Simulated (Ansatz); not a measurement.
**BaIr2: what a guessed cell relaxes into**

Aim: relax a trial structure of BaIr2 and see where it ends, then test the end with a random kick.

Method: DFT PBE, scalar-relativistic, plane waves, PAW, in Ansatz 0.2.0.

## 1. The structure to begin with

The structure is trigonal, space group P-3m1 (No. 164). The conventional cell has a = 3.632 Å, b = 3.632 Å, c = 8.030 Å, α = 90.00°, β = 90.00°, γ = 120.00°. Ba (site symmetry -3m) has 6 Ba at 3.63 Å and 6 Ir at 3.67 Å as nearest neighbours. Around Ir (site symmetry 3m) lie 3 Ir at 2.90 Å.

Coordinates:

```
CELL_PARAMETERS angstrom
3.63214 0.00000 0.00000
-1.81607 3.14553 0.00000
0.00000 0.00000 8.02981
ATOMIC_POSITIONS crystal
Ba 0.00000 0.00000 0.00000
Ir 0.66667 0.33333 0.62439
Ir 0.33333 0.66667 0.37561
```

The cell is invented: close-packed layers stacked ABC|A (P-3m1, No. 164). Lengths come from tabulated atomic sizes and are only a guess.

## 2. The guess as it stands, on a coarse mesh

The input, input.yaml:

```yaml
crystal:
  lattice:
    - [3.63213954, 0.0, 0.0]
    - [-1.81606977, 3.14552512, 0.0]
    - [0.0, 0.0, 8.02981132]
  atoms:
    - { symbol: Ba, position: [0.0, 0.0, 0.0] }
    - { symbol: Ir, position: [0.66666667, 0.33333333, 0.62439126] }
    - { symbol: Ir, position: [0.33333333, 0.66666667, 0.37560874] }
basis:
  ecutwfc: 420
kpoints:
  mp_grid: { grid: [6, 6, 2] }
hamiltonian:
  xc: pbe
scf:
  occupations: { method: gaussian, width: 0.1 }
  lower_state_search: "off"
output:
  forces: true
  stress: true
  eigenvalues: true
```

On the command line:

```console
> ansatz run input.yaml --threads 1 --pin off --max-ram 2048MiB --backend cpu --events-out ev --progress --plain --runs-dir out
```

Further runs follow: coarse relaxation; another rough relaxation; spin check on a coarse mesh; final relaxation; kick test: the unmoved cell on a coarse mesh; random kick, then relaxation; the kicked end on a coarse mesh; spin check on a coarse mesh (after the kick); relaxation on the finer mesh (after the kick).

Q: Predict the outcome of this session. Wanted: conventional cell; volume; energy over the elements; gap on the mesh.

The runs gave:

```
                                    quantity                                                                       value
symmetry at the first end (tolerance 0.05 Å)                                                space group P6/mmm (No. 191)
                           conventional cell  a = 4.264 Å, b = 4.264 Å, c = 4.992 Å, α = 90.00°, β = 90.00°, γ = 120.00°
                                      volume                                                               26.20 Å³/atom
                    energy over the elements                                                               -0.08 eV/atom
                             gap on the mesh                                                                none (metal)
```

What this shows: The symmetry goes from space group P-3m1 (No. 164) to space group P6/mmm (No. 191), and the volume per atom shrinks by 14.3 % from the first guess. A negative formation energy is needed for stability but isn't enough; other structures and compounds were not set against it here. The kick test gives no clear verdict at this accuracy. The runs treat Ir without spin-orbit coupling. Other magnetic orders were not searched.
